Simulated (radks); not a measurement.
**Ionising copper step by step, Cu¹⁵⁺ to Cu²⁸⁺**

Aim: the successive ionisation energies of copper, each ion in the ground configuration that NIST lists, set against the tabulated values. Each value is a difference of total energies (Δ-SCF).

The numbers are computed with radks (a radial shooting solver on a logarithmic mesh, Libxc functionals) version 1 (non-relativistic Kohn-Sham, PBE, spin-polarised, spherical densities, point nucleus; open shells are filled with parallel spins first), except any that are marked as measured or tabulated.

**1. The system**

```
element             : copper (Z = 29)
charges             : 15 to 28
first configuration : [Ne] 3s2 3p2
last configuration  : 1s1
```

Outer shells as boxes (Hund's rule):

Cu¹⁵⁺
```
[Ne] core
3s [↑↓]
3p [↑ ][↑ ][  ]
```

Cu²⁸⁺
```
1s [↑ ]
```

In the logs a row gives level, spin channel, occupation and eigenvalue; Etot, Ekin, Encl (electron-nucleus), Eh (Hartree) and Exc are energies, all in hartree; err is the last residual, it the number of iterations.

**2. Cu¹⁵⁺, [Ne] 3s2 3p2**

Input:

```text
Z 29
configuration [Ne] 3s2 3p2
relativity non-relativistic
functional pbe,pbe
spin polarised
nucleus point
```

The program printed:

```text
1s      1   1.0000        -340.86992164
2s      1   1.0000         -57.12809110
2p      1   3.0000         -52.55575526
3s      1   1.0000         -19.77466269
3p      1   2.0000         -18.29088413
1s      2   1.0000        -340.80364815
2s      2   1.0000         -57.07173230
2p      2   3.0000         -52.47661134
3s      2   1.0000         -19.47194046
3p      2   0.0000         -17.99264573
Etot -1530.0541234460177
Ekin 1529.5085875201844
Encl -3366.8699607707895
Eh 358.24839271290455
Exc -50.94114290831722
err 1.1373176714221341e-09
it 13
```

Highest occupied level: 3p up at -497.72 eV.

From the orbitals of this run (lengths in bohr):

```
  level  occupation  energy (eV)     <r>  outermost maximum (interpolated)  90 % within  nodes
  2s up           1      -1554.5  0.2364                             0.199        0.364      1
2s down           1      -1553.0  0.2362                             0.199        0.364      1
  2p up           3      -1430.1  0.2054                             0.159        0.335      0
2p down           3      -1428.0  0.2054                             0.159        0.334      0
  3s up           1      -538.10  0.6092                             0.567        0.885      2
3s down           1      -529.86  0.6111                             0.568        0.889      2
  3p up           2      -497.72  0.5984                             0.552        0.885      1
3p down           0      -489.60  0.6002                             0.552        0.890      1
```

The radial density on a logarithmic grid:

```
r (bohr)  4πr²ρ (e/bohr)
 0.00173          0.5708
 0.00242           1.074
 0.00339           1.988
 0.00474           3.598
 0.00658           6.232
 0.00921           10.48
  0.0129           16.59
  0.0180           24.15
  0.0252           31.35
  0.0353           35.01
  0.0494           32.90
  0.0686           28.18
  0.0960           28.68
   0.134           36.40
   0.188           37.76
   0.263           23.64
   0.368           10.58
   0.515           9.204
   0.715           6.197
    1.00           1.310
    1.40         0.06042
```

**3. Cu¹⁶⁺, [Ne] 3s2 3p1**

Input:

```text
Z 29
configuration [Ne] 3s2 3p1
relativity non-relativistic
functional pbe,pbe
spin polarised
nucleus point
```

The program printed:

```text
1s      1   1.0000        -342.92945776
2s      1   1.0000         -58.94707811
2p      1   3.0000         -54.40670453
3s      1   1.0000         -21.09136267
3p      1   1.0000         -19.62423456
1s      2   1.0000        -342.89486222
2s      2   1.0000         -58.91558651
2p      2   3.0000         -54.36396816
3s      2   1.0000         -20.91606755
3p      2   0.0000         -19.45210686
Etot -1511.0963304585096
Ekin 1510.589616965979
Encl -3306.254004274773
Eh 333.9668096999576
Exc -49.39875284967345
err 1.044632818389868e-09
it 13
```

E(Cu¹⁶⁺) − E(Cu¹⁵⁺) = 515.87 eV. The top filled level is 3p up, -534.00 eV.

**4. Cu¹⁷⁺, [Ne] 3s2**

Input:

```text
Z 29
configuration [Ne] 3s2
relativity non-relativistic
functional pbe,pbe
spin polarised
nucleus point
```

The program printed:

```text
1s      1   1.0000        -345.05116035
2s      1   1.0000         -60.80760232
2p      1   3.0000         -56.30243728
3s      1   1.0000         -22.38762415
1s      2   1.0000        -345.05116035
2s      2   1.0000         -60.80760232
2p      2   3.0000         -56.30243728
3s      2   1.0000         -22.38762415
Etot -1490.8105964851886
Ekin 1490.3430538151774
Encl -3243.7366792503153
Eh 310.5496529413181
Exc -47.96662399136889
err 1.5901275399829605e-09
it 13
```

Removing an electron from Cu¹⁶⁺ costs 552.00 eV. 3s is the highest filled level (-609.20 eV).

**5. Cu¹⁸⁺, [Ne] 3s1**

Input:

```text
Z 29
configuration [Ne] 3s1 3p0 4s0
relativity non-relativistic
functional pbe,pbe
spin polarised
nucleus point
```

The program printed:

```text
1s      1   1.0000        -347.17232846
2s      1   1.0000         -62.69342337
2p      1   3.0000         -58.22074219
3s      1   1.0000         -23.86166574
3p      1   0.0000         -22.43487860
4s      1   0.0000         -12.45908516
1s      2   1.0000        -347.13493159
2s      2   1.0000         -62.63802379
2p      2   3.0000         -58.17215249
3s      2   0.0000         -23.55858541
3p      2   0.0000         -22.14494118
4s      2   0.0000         -12.20388816
Etot -1467.8058979479615
Ekin 1467.3774741212394
Encl -3177.280540118876
Eh 288.8158933213105
Exc -46.718725271635364
err 1.8241272933984766e-09
it 13
```

Removing an electron from Cu¹⁷⁺ costs 625.99 eV. The top filled level is 3s up, -649.31 eV.

**6. Cu¹⁹⁺, [Ne]**

Input:

```text
Z 29
configuration [Ne]
relativity non-relativistic
functional pbe,pbe
spin polarised
nucleus point
```

The program printed:

```text
1s      1   1.0000        -349.31079715
2s      1   1.0000         -64.56221096
2p      1   3.0000         -60.13159989
1s      2   1.0000        -349.31079715
2s      2   1.0000         -64.56221096
2p      2   3.0000         -60.13159989
Etot -1443.3171400342878
Ekin 1442.9034531166906
Encl -3108.8763865532896
Eh 268.1109055346383
Exc -45.455112132326995
err 1.8078068754929134e-09
it 13
```

E(Cu¹⁹⁺) − E(Cu¹⁸⁺) = 666.37 eV. The top filled level is 2p, -1636.3 eV.

**7. Cu²⁰⁺, [He] 2s2 2p5**

Input:

```text
Z 29
configuration [He] 2s2 2p5
relativity non-relativistic
functional pbe,pbe
spin polarised
nucleus point
```

The program printed:

```text
1s      1   1.0000        -354.89517136
2s      1   1.0000         -68.48921075
2p      1   3.0000         -64.40068122
1s      2   1.0000        -354.72181320
2s      2   1.0000         -68.20285554
2p      2   2.0000         -64.05449113
Etot -1381.2270570872743
Ekin 1380.8738237894624
Encl -2946.2266495138247
Eh 225.71553967522505
Exc -41.58977103813697
err 2.3646881535561535e-09
it 13
```

Ionisation energy of Cu¹⁹⁺: 1689.6 eV. The top filled level is 2p down, -1743.0 eV.

**8. Cu²¹⁺, [He] 2s2 2p4**

Input:

```text
Z 29
configuration [He] 2s2 2p4 3s0 3p0
relativity non-relativistic
functional pbe,pbe
spin polarised
nucleus point
```

The program printed:

```text
1s      1   1.0000        -360.63925571
2s      1   1.0000         -72.49924313
2p      1   3.0000         -68.77663465
3s      1   0.0000         -29.12709135
3p      1   0.0000         -27.91888605
1s      2   1.0000        -360.25831187
2s      2   1.0000         -71.85119345
2p      2   1.0000         -67.99263363
3s      2   0.0000         -28.96182535
3p      2   0.0000         -27.73329211
Etot -1315.2027439346289
Ekin 1314.9141723463704
Encl -2778.7455278785446
Eh 186.61725331503987
Exc -37.98864171749446
err 2.3494343593302093e-09
it 13
```

Removing an electron from Cu²⁰⁺ costs 1796.6 eV. 2p down is the highest filled level (-1850.2 eV).

**9. Cu²²⁺, [He] 2s2 2p3**

Input:

```text
Z 29
configuration [He] 2s2 2p3
relativity non-relativistic
functional pbe,pbe
spin polarised
nucleus point
```

The program printed:

```text
1s      1   1.0000        -366.53824091
2s      1   1.0000         -76.58826825
2p      1   3.0000         -73.25543468
1s      2   1.0000        -365.89201823
2s      2   1.0000         -75.44668417
2p      2   0.0000         -71.88358947
Etot -1245.2571333668748
Ekin 1245.0406747912882
Encl -2606.5649187409163
Eh 151.04814574613573
Exc -34.78103516338259
err 1.103792394544124e-09
it 13
```

Removing an electron from Cu²¹⁺ costs 1903.3 eV. Highest occupied level: 2p up at -1993.4 eV.

**10. Cu²³⁺, [He] 2s2 2p2**

Input:

```text
Z 29
configuration [He] 2s2 2p2
relativity non-relativistic
functional pbe,pbe
spin polarised
nucleus point
```

The program printed:

```text
1s      1   1.0000        -372.45607373
2s      1   1.0000         -80.48423681
2p      1   2.0000         -77.49943495
1s      2   1.0000        -371.97841195
2s      2   1.0000         -79.62427042
2p      2   0.0000         -76.46462482
Etot -1169.8821076944191
Ekin 1169.7024104443792
Encl -2428.0635310835096
Eh 119.01478155757891
Exc -30.535768612867663
err 9.789854173328517e-10
it 13
```

Ionisation energy of Cu²²⁺: 2051.1 eV. 2p up is the highest filled level (-2108.9 eV).

**11. Cu²⁴⁺, [He] 2s2 2p1**

Input:

```text
Z 29
configuration [He] 2s2 2p1 3s0 3p0
relativity non-relativistic
functional pbe,pbe
spin polarised
nucleus point
```

The program printed:

```text
1s      1   1.0000        -378.49329135
2s      1   1.0000         -84.38305532
2p      1   1.0000         -81.75000224
3s      1   0.0000         -35.47960676
3p      1   0.0000         -34.62608734
1s      2   1.0000        -378.22187215
2s      2   1.0000         -83.88355299
2p      2   0.0000         -81.15056876
3s      2   0.0000         -35.34388419
3p      2   0.0000         -34.47720217
Etot -1090.255691911724
Ekin 1090.112083975928
Encl -2244.741755640871
Eh 90.9551958298722
Exc -26.581216076653448
err 6.022612875917374e-10
it 13
```

E(Cu²⁴⁺) − E(Cu²³⁺) = 2166.7 eV. Highest occupied level: 2p up at -2224.5 eV.

**12. Cu²⁵⁺, [He] 2s2**

Input:

```text
Z 29
configuration [He] 2s2
relativity non-relativistic
functional pbe,pbe
spin polarised
nucleus point
```

The program printed:

```text
1s      1   1.0000        -384.61687331
2s      1   1.0000         -88.21972127
1s      2   1.0000        -384.61687331
2s      2   1.0000         -88.21972127
Etot -1006.4032629660961
Ekin 1006.2947477055848
Encl -2056.7307272808957
Eh 67.09078119118618
Exc -23.05806458197124
err 4.658659845541579e-10
it 13
```

Ionisation energy of Cu²⁴⁺: 2281.7 eV. The top filled level is 2s, -2400.6 eV.

**13. Cu²⁶⁺, [He] 2s1**

Input:

```text
Z 29
configuration [He] 2s1 2p0 3s0
relativity non-relativistic
functional pbe,pbe
spin polarised
nucleus point
```

The program printed:

```text
1s      1   1.0000        -390.33556756
2s      1   1.0000         -92.31686665
2p      1   0.0000         -90.33424047
3s      1   0.0000         -39.89382701
1s      2   1.0000        -390.04387389
2s      2   0.0000         -90.91408122
2p      2   0.0000         -89.18431799
3s      2   0.0000         -39.24809455
Etot -916.5922789214195
Ekin 916.5330284422563
Encl -1862.292602510435
Eh 49.49497727341494
Exc -20.327682126655738
err 3.385150636836225e-10
it 13
```

E(Cu²⁶⁺) − E(Cu²⁵⁺) = 2443.9 eV. Highest occupied level: 2s up at -2512.1 eV.

**14. Cu²⁷⁺, [He]**

Input:

```text
Z 29
configuration [He]
relativity non-relativistic
functional pbe,pbe
spin polarised
nucleus point
```

The program printed:

```text
1s      1   1.0000        -395.85917325
1s      2   1.0000        -395.85917325
Etot -822.6681961334665
Ekin 822.6197457574664
Encl -1663.4944658652773
Eh 35.780445871759895
Exc -17.573921897415367
err 4.6361117768014105e-09
it 9
```

Ionisation energy of Cu²⁶⁺: 2555.8 eV. Highest occupied level: 1s at -10771.9 eV.

**15. Cu²⁸⁺, 1s1**

Input:

```text
Z 29
configuration 1s1
relativity non-relativistic
functional pbe,pbe
spin polarised
nucleus point
```

The program printed:

```text
1s      1   1.0000        -413.69745169
Etot -420.3166120758908
Ekin 420.3104636716061
Encl -840.8096856713585
Eh 9.056169955711614
Exc -8.87356003185003
err 8.375749129506384e-10
it 9
```

Ionisation energy of Cu²⁷⁺: 10948.5 eV. The top filled level is 1s up, -11257.3 eV.

**16. All runs together**

```
species  configuration  Δ-SCF (eV)  −ε(HOMO) (eV)           NIST (eV)  error (%)
  Cu¹⁵⁺   [Ne] 3s2 3p2      515.87         497.72     519 (semi-emp.)       -0.5
  Cu¹⁶⁺   [Ne] 3s2 3p1      552.00         534.00     553 (semi-emp.)       -0.1
  Cu¹⁷⁺       [Ne] 3s2      625.99         609.20     633 (semi-emp.)       -1.0
  Cu¹⁸⁺       [Ne] 3s1      666.37         649.31  670.61 (semi-emp.)       -0.6
  Cu¹⁹⁺           [Ne]      1689.6         1636.3    1691 (semi-emp.)       -0.1
  Cu²⁰⁺   [He] 2s2 2p5      1796.6         1743.0    1800 (semi-emp.)       -0.2
  Cu²¹⁺   [He] 2s2 2p4      1903.3         1850.2    1918 (semi-emp.)       -0.8
  Cu²²⁺   [He] 2s2 2p3      2051.1         1993.4    2044 (semi-emp.)       +0.3
  Cu²³⁺   [He] 2s2 2p2      2166.7         2108.9    2179 (semi-emp.)       -0.6
  Cu²⁴⁺   [He] 2s2 2p1      2281.7         2224.5    2307 (semi-emp.)       -1.1
  Cu²⁵⁺       [He] 2s2      2443.9         2400.6    2479 (semi-emp.)       -1.4
  Cu²⁶⁺       [He] 2s1      2555.8         2512.1     2587.0 (theory)       -1.2
  Cu²⁷⁺           [He]     10948.5        10771.9    11062.4 (theory)       -1.0
  Cu²⁸⁺            1s1     11437.4        11257.3    11567.6 (theory)       -1.1
```

**Reading.** Reference values: NIST Atomic Spectra Database (exp. measured, semi-emp. semi-empirical, theory a theoretical value adopted there). Per unit of the charge left behind, the cost jumps most at Cu²⁷⁺ ([He]): from 2555.8 to 10948.5 eV. There the highest level belongs to another shell. Against the measured or semi-empirical entries the Δ-SCF values err by -0.6 % on average (signed), at worst -1.4 % (Cu²⁵⁺). Minus the highest eigenvalue gives 96 to 98 % of the Δ-SCF value along the ladder. Open shells are spherical and high-spin; term and fine-structure splittings are not resolved.
